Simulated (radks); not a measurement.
**Zr⁴⁺ in [Kr]: an all-electron calculation**

What are the levels of the zirconium ion Zr4+, how large are its shells, and how does its energy divide?

Method: Dirac Kohn-Sham, BP86, spin-unpolarised, spherical densities, finite nucleus. Code: radks (a radial shooting solver on a logarithmic mesh, Libxc functionals) version 1.

## 1. What is computed

```
element            : zirconium (Z = 40)
charge             : +4
electrons          : 36
configuration      : [Kr]
nuclear rms radius : 4.2694 fm
```

The outer shells:

Zr⁴⁺
```
[Ar] core
3d [↑↓][↑↓][↑↓][↑↓][↑↓]
4s [↑↓]
4p [↑↓][↑↓][↑↓]
```

## 2. The calculation

Settings of this run:

```text
Z 40
configuration [Kr] 5s0 4d0
relativity Dirac
functional b88,p86
spin unpolarised
j_filling energy
nucleus finite rms 4.2694 fm
c 137.035999084
```

What does the calculation give?

As calculated:

| quantity | value |
| --- | --- |
| total energy | -3596.89602 hartree |
| exchange-correlation share of it | 3.16 % |
| −T/E | 1.0335 |
| highest occupied level | 4p3/2, -72.257 eV |
| most extended occupied level | 4p3/2, <r> = 1.32 bohr |
| radius at density 0.001 e/bohr³ | 2.88 bohr |
| maxima of the radial density | 3 |
| ionisation energy, NIST | 80.35 (semi-emp.) eV |

**Reading.** 4 principal shells are occupied and 3 maxima appear in the radial density; where shells overlap, one shows as a shoulder or not at all. −T/E is 1.033: with relativity the kinetic term as defined here no longer equals −E. Minus the highest eigenvalue, 72.257 eV, is 90 % of the tabulated ionisation energy (80.35 eV); the potential of a semilocal functional falls off too fast, so its top eigenvalue is too shallow. 
